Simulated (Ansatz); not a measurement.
# CH2GeN radical: how energies converge with the basis set

The task here is to estimate one member of a computed series from the others.

The runs use Ansatz 0.2.0, Gaussian basis; one geometry, several basis sets.

Levels to be run: PBE0-D4/def2-SVP; ωB97M-V/def2-SVP; PBE0-D4/def2-QZVPP; ωB97M-V/def2-QZVPP; the functionals' def2-TZVPP values are taken from earlier runs.

## Structure used throughout

All runs share one geometry, relaxed beforehand with PBE0-D4 in a triple-zeta def2 set.

SMILES `N#[C][GeH2]`, 5 atoms, charge 0, spin multiplicity 2.

Atoms are counted from 1 here; the program's logs count them from 0.

Bond lengths: N1–C2 1.154 Å, C2–Ge3 1.912 Å, Ge3–H4 1.534 Å, Ge3–H5 1.534 Å. Angles: N1–C2–Ge3 175.5°, C2–Ge3–H4 108.2°, C2–Ge3–H5 108.2°, H4–Ge3–H5 114.7°.

The first run:

The input, in.yaml:

```yaml
crystal:
  periodic: [false, false, false]
  atoms:
    - {symbol: N, position_ang: [1.590708, -1.029346, 1.293199]}
    - {symbol: C, position_ang: [0.838421, -0.535941, 0.570354]}
    - {symbol: Ge, position_ang: [-0.315887, 0.241357, -0.740108]}
    - {symbol: H, position_ang: [-1.658949, -0.498021, -0.695906]}
    - {symbol: H, position_ang: [-0.404293, 1.748351, -0.468940]}
basis:
  gaussian: {orbitals: def2-SVP}
magnetization: {spin_polarized: true, initial_magnetization: 1}
hamiltonian: {xc: pbe0, dispersion: d4}
output: {orbitals: {seedname: orbitals}}
```

Steps of the session up to this table: PBE0-D4 in def2-SVP; ωB97M-V in def2-SVP; PBE0-D4 in def2-QZVPP; ωB97M-V in def2-QZVPP.

One table of the session follows, with a row left open; its other results are not shown here.

It belongs to the step «Density functionals: the series». 

```
functional       basis  HOMO (eV)  LUMO (eV)
   PBE0-D4    def2-SVP      -7.12      -3.71
   PBE0-D4  def2-TZVPP          ?          ?
   PBE0-D4  def2-QZVPP      -7.20      -3.80
   ωB97M-V    def2-SVP      -9.06      -1.83
   ωB97M-V  def2-TZVPP      -9.15      -1.95
   ωB97M-V  def2-QZVPP      -9.18      -2.02
```

**Question.** Estimate the row for PBE0-D4, def2-TZVPP.

**Answer.** HOMO (eV): -7.19; LUMO (eV): -3.77. In the column «HOMO (eV)» it lies between PBE0-D4, def2-QZVPP (-7.20) and PBE0-D4, def2-SVP (-7.12).
